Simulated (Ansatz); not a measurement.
# Mg3TeSe2: the cost of one run

Method: DFT PBE, scalar-relativistic, plane waves, PAW, in Ansatz 0.2.0.

## Step 1: The system as given

It takes space group P6/mmm (No. 191, hexagonal). Conventional cell: a = 5.982 Å, b = 5.982 Å, c = 4.653 Å, α = 90.00°, β = 90.00°, γ = 120.00°. Mg (site symmetry mmm) is surrounded by 4 Se at 2.90 Å and 4 Mg at 2.99 Å and 4 Te at 3.79 Å. Around Te (site symmetry 6/mmm) lie 6 Se at 3.45 Å and 12 Mg at 3.79 Å. Around Se (site symmetry -6m2) lie 6 Mg at 2.90 Å.

As a file:

```
CELL_PARAMETERS angstrom
5.98189 0.00000 0.00000
-2.99095 5.18047 0.00000
0.00000 0.00000 4.65259
ATOMIC_POSITIONS crystal
Mg 0.50000 0.00000 0.50000
Mg 0.50000 0.50000 0.50000
Mg 0.00000 0.50000 0.50000
Te 0.00000 0.00000 0.00000
Se 0.33333 0.66667 0.00000
Se 0.66667 0.33333 0.00000
```

Recipe of the guess: species swapped into a database cell of GdAl3Pd2 (P6/mmm, No. 191), with Te on the Gd sites, Mg on the Al sites and Se on the Pd sites. Lengths come from tabulated atomic sizes and are only a guess.

## Step 2: Probe: one point on a coarse mesh

input.yaml

```yaml
crystal:
  lattice:
    - [5.98189039, 0.0, 0.0]
    - [-2.9909452, 5.18046904, 0.0]
    - [0.0, 0.0, 4.6525918]
  atoms:
    - { symbol: Mg, position: [0.5, 0.0, 0.5] }
    - { symbol: Mg, position: [0.5, 0.5, 0.5] }
    - { symbol: Mg, position: [0.0, 0.5, 0.5] }
    - { symbol: Te, position: [0.0, 0.0, 0.0] }
    - { symbol: Se, position: [0.33333333, 0.66666667, 0.0] }
    - { symbol: Se, position: [0.66666667, 0.33333333, 0.0] }
basis:
  ecutwfc: 420
kpoints:
  mp_grid: { grid: [3, 3, 4] }
hamiltonian:
  xc: pbe
scf:
  occupations: { method: gaussian, width: 0.1 }
  lower_state_search: "off"
output:
  forces: true
  stress: true
  eigenvalues: true
```

Started as:

```console
$ ansatz run input.yaml --threads 1 --pin off --max-ram 2560MiB --backend cpu --events-out ev --progress --plain --runs-dir out
```

Q: Estimate wall time and peak memory on 1 thread of Arm Neoverse V2, shared host.

About 3.8 s, with a peak of 0.39 GiB.
